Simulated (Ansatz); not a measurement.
Task: a ladder of methods at one geometry of GeH3Se, SMILES [GeH2][SeH], with Ansatz 0.2.0, Python API. Give the script and its output. Settings (for the species named): CAM-B3LYP, def2-SVP basis, multiplicity 2. The script varies functional: cam_b3lyp, r2scan0, pbe0, blyp, lda, hse06.

```xyz
5

Ge   -0.6206   -0.4289    0.2481
Se    0.6959    1.4238   -0.3955
H     0.1033   -1.7019    0.1069
H    -1.8302   -0.4372   -0.7016
H     1.7017    1.0705    0.7007
```

`methods_geh3se.py`:
```python
"""One geometry of GeH3Se, method by method."""

from pathlib import Path
import warnings

import ansatz as az
from ase import Atoms
import numpy as np


def main() -> None:
    warnings.simplefilter("ignore", az.DeckWarning)

    atoms = Atoms(["Ge", "Se", "H", "H", "H"], positions=[
        (-0.6206, -0.4289, 0.2481),
        (0.6959, 1.4238, -0.3955),
        (0.1033, -1.7019, 0.1069),
        (-1.8302, -0.4372, -0.7016),
        (1.7017, 1.0705, 0.7007),
    ])
    geh3se = az.Crystal.molecule_from_ase(atoms)

    calc = (
        geh3se.calculation()
        .basis(gaussian="def2-SVP")  # the orbital basis, by name
        .spin("collinear", total=1)
        .scf(lower_state_search="standard")
    )

    print("functional    E (Ha)        dipole (D)   HOMO (eV)  LUMO (eV)")
    for name in ["cam_b3lyp", "r2scan0", "pbe0", "blyp", "lda", "hse06"]:
        r = calc.functional(name).forces().orbitals().run(runs_dir="runs").report
        lines = Path(r["orbitals_path"]).read_text().splitlines()
        field_of = lambda key: [line.split("=")[1].strip() for line in lines if line.startswith(key)]
        orbitals = [(27.211386 * float(e), s, float(n)) for e, s, n in zip(field_of("Ene="), field_of("Spin="), field_of("Occup="))]
        homo = max(e for e, _, n in orbitals if n > 0.5)
        lumo = min(e for e, _, n in orbitals if n < 0.5)
        dipole = 4.803205 * np.linalg.norm(r["charge_distribution"]["dipole_moment_e_ang"])
        print(f"{name:10s} {r['free_energy_ev'] / 27.211386246:14.6f} {dipole:9.3f} {homo:11.3f} {lumo:10.3f}")


if __name__ == "__main__":
    main()
```

Running `python methods_geh3se.py` prints:
```text
functional    E (Ha)        dipole (D)   HOMO (eV)  LUMO (eV)
cam_b3lyp    -4480.016258     0.916      -7.118     -1.975
r2scan0      -4479.742132     1.038      -6.229     -2.686
pbe0         -4479.232378     0.920      -5.962     -2.912
blyp         -4479.862476     0.636      -4.595     -3.707
lda          -4473.162409     0.753      -4.836     -4.044
hse06        -4479.236150     0.917      -5.572     -3.285
```

Caveats:
- The settings weren't tested for convergence.
- The geometry is a force-field or estimated start, not a minimum of this method, and the basis set is short of its limit. A lower total doesn't mark the better method: functionals have no common bound, and MP2 and coupled cluster aren't variational.
- The species is open-shell (spin multiplicity 2).
- Levels such as HOMO and LUMO are orbital energies: with these approximate functionals they aren't the ionisation energy and electron affinity, and their gap isn't the fundamental gap.
- hse06 follows the composition of plane-wave codes, whose totals differ by tens of mHa, up to about 0.1 Ha, from the form usual in Gaussian-basis programs (wpbeh).
- The whole script took 22 s on 1 thread of Intel(R) Xeon(R) Platinum 8375C CPU @ 2.90GHz (Ice Lake) (shared host), peak memory 0.34 GiB.
